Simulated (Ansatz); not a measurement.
# CH₅BO₂: one species, many methods

An exercise on one series of results from a longer session: the logs are not shown, and one member is left open.

Program: Ansatz 0.2.0, Gaussian basis. Level of theory: functionals in def2-TZVPP, the program's frozen cores in correlated methods. These are calculated values, not measurements.

The runs, in order: LDA (SPW92), PBE-D4, revPBE-D4, BLYP-D4, r2SCAN-D4, B97M-V, PBE0-D4, B3LYP-D4, r2SCANh-D4, r2SCAN0-D4, HSE06-D4, BHLYP-D4, CAM-B3LYP-D4, LC-ωPBE, ωB97X-V, ωB97M-V, B2PLYP, PBE-QIDH; CCSD(T)/def2-SVP; CCSD(T)/def2-TZVPP; CCSD(T)/def2-QZVPP; extrapolation to the limit; RPA on PBE.

## The relaxed structure

An earlier PBE0-D4 in a triple-zeta def2 set relaxation fixed the geometry.

SMILES `CB(O)O`, 9 atoms, charge 0, spin multiplicity 1.

Atoms are counted from 1 here; the program's logs count them from 0.

Bond lengths: C1–B2 1.566 Å, C1–H5 1.091 Å, C1–H6 1.096 Å, C1–H7 1.091 Å, B2–O3 1.370 Å, B2–O4 1.370 Å, O3–H8 0.960 Å, O4–H9 0.960 Å. Angles: B2–C1–H5 111.9°, B2–C1–H6 109.3°, B2–C1–H7 112.0°, H5–C1–H6 106.9°, H5–C1–H7 109.4°, H6–C1–H7 107.0°, C1–B2–O3 118.5°, C1–B2–O4 118.5°, O3–B2–O4 123.0°, B2–O3–H8 115.6°, B2–O4–H9 115.6°.

As a file:

| atom | x (Å) | y (Å) | z (Å) |
| --- | --- | --- | --- |
| C1 | 0.64485 | 0.51661 | -0.93356 |
| B2 | -0.14302 | -0.16046 | 0.23786 |
| O3 | -1.30804 | -0.82004 | -0.05391 |
| O4 | 0.35329 | -0.04900 | 1.51009 |
| H5 | 0.49444 | -0.00406 | -1.88057 |
| H6 | 0.28088 | 1.54083 | -1.07116 |
| H7 | 1.71316 | 0.58346 | -0.72233 |
| H8 | -1.77108 | -1.19691 | 0.69741 |
| H9 | -0.17609 | -0.45664 | 2.19896 |

The first run:

File in.yaml:

```yaml
crystal:
  periodic: [false, false, false]
  atoms:
    - {symbol: C, position_ang: [0.644848, 0.516614, -0.933557]}
    - {symbol: B, position_ang: [-0.143017, -0.160465, 0.237857]}
    - {symbol: O, position_ang: [-1.308036, -0.820043, -0.053907]}
    - {symbol: O, position_ang: [0.353287, -0.048998, 1.510091]}
    - {symbol: H, position_ang: [0.494438, -0.004060, -1.880569]}
    - {symbol: H, position_ang: [0.280879, 1.540829, -1.071161]}
    - {symbol: H, position_ang: [1.713162, 0.583462, -0.722328]}
    - {symbol: H, position_ang: [-1.771076, -1.196905, 0.697412]}
    - {symbol: H, position_ang: [-0.176087, -0.456635, 2.198964]}
basis:
  gaussian: {orbitals: def2-TZVPP}
hamiltonian: {xc: lda}
output: {orbitals: {seedname: orbitals}}
```

Launch:

```console
> ansatz run in.yaml --threads 2 --pin off --events-out ev --progress --plain --max-ram 32768MiB --backend cpu
```

Among the steps run: LDA; PBE-D4 (GGA); revPBE-D4 (GGA); BLYP-D4 (GGA); r2SCAN-D4 (meta-GGA); B97M-V (meta-GGA); B3LYP-D4 (hybrid); r2SCANh-D4 (hybrid); r2SCAN0-D4 (hybrid); HSE06-D4 (hybrid); BHLYP-D4 (hybrid); CAM-B3LYP-D4 (range-separated); LC-ωPBE (range-separated); ωB97X-V (range-separated); ωB97M-V (range-separated); B2PLYP (double hybrid); PBE-QIDH (double hybrid).

One table of the session follows, with a row left open; its other results are not shown here.

It belongs to the step «Orbital energies across the functionals». 

```
  functional  HOMO (eV)  LUMO (eV)  gap (eV)
 LDA (SPW92)      -7.84      -0.67      7.17
      PBE-D4      -7.63      -0.52      7.11
   revPBE-D4      -7.55      -0.45      7.10
     BLYP-D4          ?          ?         ?
   r2SCAN-D4      -8.01       0.23      8.24
      B97M-V      -8.07      -0.25      7.82
     PBE0-D4      -9.34       0.33      9.67
    B3LYP-D4      -9.07      -0.07      9.00
  r2SCANh-D4      -8.65       0.48      9.13
  r2SCAN0-D4      -9.62       0.82     10.45
    HSE06-D4      -8.93      -0.03      8.89
    BHLYP-D4     -10.99       0.89     11.88
CAM-B3LYP-D4     -10.87       1.03     11.90
     LC-ωPBE     -12.26       2.39     14.64
     ωB97X-V     -11.89       2.19     14.07
     ωB97M-V     -11.82       1.71     13.54
```

Q: Estimate the row for BLYP-D4 from the others.

Worked estimate for «HOMO (eV)». Against the share of exact exchange, B3LYP-D4 (0.2, -9.07), BHLYP-D4 (0.5, -10.99) give a slope of -6.40 per unit share; at 0 the line stands at -7.79.

As computed: HOMO (eV): -7.54; LUMO (eV): -0.60; gap (eV): 6.94. In «HOMO (eV)» the line misses by -0.25.
